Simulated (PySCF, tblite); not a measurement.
**Ge₂H₆O₃, a small molecule taken as a stand-in for a surface group (oxygen-backed Ge): NMR shifts, core binding energies and electronic excitations**

What NMR shifts, core binding energies and electronic excitations should one expect for `[OH][Ge]([OH])([OH])[GeH3]`?

Programs: tblite 0.8.0 and PySCF 2.14.0. All values are calculated, for the isolated system unless a continuum is named. Atoms count from 0, parts from 1.

### Step 1. The system as given

11 atoms, charge 0, multiplicity 1; geometry: distance geometry start.

### Step 2. Geometry optimisation with GFN2-xTB

The job: settings as JSON, then the geometry in Å.

```
{"job": {"kind": "relax", "xc": "GFN2-xTB", "basis": "xTB"}, "charge": 0, "multiplicity": 1}
O      0.654147     1.865324    -0.582742
Ge     0.668804     0.164588     0.018823
O      1.066473     0.229452     1.748257
O      1.741588    -0.785137    -0.981858
Ge    -1.620775    -0.540618    -0.166377
H      1.433439     2.071562    -1.139733
H      0.252923     0.545468     2.252471
H      2.193085    -1.524437    -0.505014
H     -2.528024     0.465915     0.620091
H     -1.774052    -1.999561     0.375940
H     -2.076526    -0.475841    -1.648046
```

Method: GFN2-xTB geometry optimisation, gas phase.

The run is started by

```console
$ OMP_NUM_THREADS=1 python cluster_run.py task.json out
```

One launch serves the whole session: the jobs run in the order shown.

**Question.** The jobs that follow are: PBE0-D3(BJ)/def2-SVP geometry optimisation, gas phase; GIAO PBE0/pcSseg-2 NMR shielding, non-relativistic, gas phase; delta-SCF UKS SCAN, pcX-2 on the ionised atom, pcseg-1 elsewhere, spin-free X2C; TDDFT CAM-B3LYP/def2-SVPD, vertical, gas phase, core orbitals frozen in the response. Predict: point group; rotational constants (main isotopes); $^{1}$H shifts against TMS (PBE0/pcSseg-2); $^{17}$O shifts against H2O (PBE0/pcSseg-2); $^{73}$Ge shifts against GeMe4 (PBE0/pcSseg-2); O1s binding energies, SCAN/pcX-2; lowest singlet (CAM-B3LYP/def2-SVPD); lowest triplet; vertical ionisation energy (ΔSCF).

The runs gave:

```
                                      quantity                                   value
                                   point group                                      C1
          rotational constants (main isotopes)                    3.42, 1.16, 1.13 GHz
    $^{1}$H shifts against TMS (PBE0/pcSseg-2)  3.81, 3.67, 3.62, 1.39, 1.30, 1.20 ppm
   $^{17}$O shifts against H2O (PBE0/pcSseg-2)                    78.8, 76.2, 59.8 ppm
$^{73}$Ge shifts against GeMe4 (PBE0/pcSseg-2)                            52, -343 ppm
              O1s binding energies, SCAN/pcX-2      O3 538.05, O2 538.04, O0 537.97 eV
          lowest singlet (CAM-B3LYP/def2-SVPD)             6.97 eV (178 nm), f = 0.298
                                lowest triplet                                 6.28 eV
             vertical ionisation energy (ΔSCF)                                10.45 eV
```

Relaxing lowered the energy by 0.166 eV in 9 steps; the close pair that moved most is Ge4–H10, from 1.477 to 1.535 Å (PBE0/def2-SVP). No frequency check was run at this level, so the end point may be a saddle. At PBE0/pcSseg-2: The largest span, 107 ppm, is at O0, where the paramagnetic term is -134 ppm. The O1s levels kept as sound span 0.09 eV, from O0 (oxygen bonded to Ge, H) up to O3 (oxygen bonded to Ge, H). The lowest singlet, at 6.97 eV, is HOMO→LUMO 0.89 and is bright. The lowest triplet lies 0.69 eV below the lowest singlet (triplets in Tamm-Dancoff, singlets in full TDDFT). ΔSCF puts the ionisation energy at 10.45 eV, 0.82 eV above −ε(HOMO). Spin-orbit coupling is left out, which matters for shieldings and couplings at and beside the heavy atoms. A capped cluster stands for the solid here, so long-range fields and strain are missing, and bands or shifts of the capping hydrogens have no counterpart in it.
